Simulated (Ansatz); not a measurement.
# H₈N₂SSi₂: up Jacob's ladder to CCSD(T)

Aim: compute H₈N₂SSi₂ with functionals from several rungs and with coupled cluster. The yardstick is the atomisation energy at the CCSD(T) limit.

Computed with Ansatz 0.2.0, Gaussian basis. Level: functionals in def2-TZVPP, the program's frozen cores in correlated methods.

Levels to be run: LDA (SPW92), PBE-D4, revPBE-D4, BLYP-D4, r2SCAN-D4, B97M-V, PBE0-D4, B3LYP-D4, r2SCANh-D4, r2SCAN0-D4, HSE06-D4, BHLYP-D4, CAM-B3LYP-D4, LC-ωPBE, ωB97X-V, ωB97M-V, B2PLYP, PBE-QIDH; CCSD(T)/def2-SVP; CCSD(T)/def2-TZVPP; MP2/def2-QZVPP; extrapolation to the limit; RPA on PBE.

**1. The relaxed structure**

The geometry comes from an earlier relaxation with PBE0-D4 in a triple-zeta def2 set; it is a stationary point, not always the lowest conformer.

SMILES `N[SiH2]S[SiH2]N`, 13 atoms, charge 0, spin multiplicity 1.

Atoms are counted from 1 here; the program's logs count them from 0.

Bond lengths: N1–Si2 1.711 Å, N1–H6 1.008 Å, N1–H7 1.008 Å, Si2–S3 2.149 Å, Si2–H8 1.484 Å, Si2–H9 1.484 Å, S3–Si4 2.149 Å, Si4–N5 1.711 Å, Si4–H10 1.484 Å, Si4–H11 1.484 Å, N5–H12 1.008 Å, N5–H13 1.008 Å. Angles: Si2–N1–H6 119.4°, Si2–N1–H7 119.3°, H6–N1–H7 110.7°, N1–Si2–S3 112.7°, N1–Si2–H8 108.2°, N1–Si2–H9 108.1°, S3–Si2–H8 108.6°, S3–Si2–H9 108.7°, H8–Si2–H9 110.5°, Si2–S3–Si4 99.4°, S3–Si4–N5 112.7°, S3–Si4–H10 108.7°, S3–Si4–H11 108.6°, N5–Si4–H10 108.1°, N5–Si4–H11 108.2°, H10–Si4–H11 110.5°, Si4–N5–H12 119.3°, Si4–N5–H13 119.4° and more.

**2. LDA**

This LDA is Slater exchange with PW92 correlation.

in.yaml reads:

```yaml
crystal:
  periodic: [false, false, false]
  atoms:
    - {symbol: N, position_ang: [-1.648028, 1.806782, 2.047431]}
    - {symbol: Si, position_ang: [-1.271209, 0.563558, 0.934538]}
    - {symbol: S, position_ang: [0.740665, 0.696998, 0.191147]}
    - {symbol: Si, position_ang: [0.756823, -1.029243, -1.088669]}
    - {symbol: N, position_ang: [2.267334, -1.269553, -1.854651]}
    - {symbol: H, position_ang: [-1.221688, 1.798632, 2.960618]}
    - {symbol: H, position_ang: [-1.757820, 2.751445, 1.713892]}
    - {symbol: H, position_ang: [-1.435465, -0.741413, 1.622408]}
    - {symbol: H, position_ang: [-2.209799, 0.669647, -0.210353]}
    - {symbol: H, position_ang: [-0.271517, -0.849438, -2.143719]}
    - {symbol: H, position_ang: [0.455705, -2.228864, -0.268078]}
    - {symbol: H, position_ang: [2.556738, -0.637941, -2.584717]}
    - {symbol: H, position_ang: [3.058662, -1.565509, -1.305146]}
basis:
  gaussian: {orbitals: def2-TZVPP}
hamiltonian: {xc: lda}
output: {orbitals: {seedname: orbitals}}
```

Further steps of the session: PBE-D4 (GGA); revPBE-D4 (GGA); BLYP-D4 (GGA); r2SCAN-D4 (meta-GGA); B97M-V (meta-GGA); PBE0-D4 (hybrid); B3LYP-D4 (hybrid); r2SCANh-D4 (hybrid); r2SCAN0-D4 (hybrid); HSE06-D4 (hybrid); BHLYP-D4 (hybrid); CAM-B3LYP-D4 (range-separated); LC-ωPBE-D4 (range-separated); ωB97X-V (range-separated); ωB97M-V (range-separated); B2PLYP (double hybrid); PBE-QIDH (double hybrid); CCSD(T) in def2-SVP; CCSD(T) in def2-TZVPP; MP2 in def2-QZVPP; RPA on PBE orbitals.

**Question.** What will the summary of the whole plan be? Wanted: atomisation energy, CCSD(T)/CBS; farthest beyond LDA; mean size of error, GGA; mean size of error, meta-GGA; mean size of error, hybrid; mean size of error, range-separated; mean size of error, double hybrid; gap, smallest and largest; T1 diagnostic.

The runs gave:

| quantity | value |
| --- | --- |
| atomisation energy, CCSD(T)/CBS | 4298.1 kJ/mol |
| functionals within 21.5 kJ/mol (0.5 %) | PBE-D4, B97M-V, B3LYP-D4, CAM-B3LYP-D4, ωB97M-V |
| farthest beyond LDA | BHLYP-D4 (-101.5 kJ/mol) |
| mean size of error, GGA | 37.1 kJ/mol |
| mean size of error, meta-GGA | 16.0 kJ/mol |
| mean size of error, hybrid | 52.5 kJ/mol |
| mean size of error, range-separated | 28.7 kJ/mol |
| mean size of error, double hybrid | 71.4 kJ/mol |
| gap, smallest and largest | 4.72 eV (LDA (SPW92)), 11.74 eV (LC-ωPBE) |
| T1 diagnostic | 0.0108 |
| triples share of the correlation energy | 3.9 % |

**Reading.** LDA overbinds by 537.0 kJ/mol (12 %). PBE-D4 is off by +13.3 kJ/mol. Double hybrids carry the basis error of their MP2 part in triple zeta, and no dispersion term here, so their miss is partly the set-up's. Taken by rung, meta-GGA functionals do best (16.0 kJ/mol on average) and double hybrid ones worst beyond LDA (71.4 kJ/mol). Misses under about 21.5 kJ/mol are within the doubt on the reference itself, which lacks core-valence correlation, relativity and higher excitations. Hartree-Fock recovers 71 % of the binding; the rest is correlation. CCSD(T) in def2-SVP is off by -395.4 kJ/mol, more than most functionals: a good method in a small basis is no reference. The gap grows from 4.7 to 11.7 eV across the functionals, mostly with the share of exact exchange.
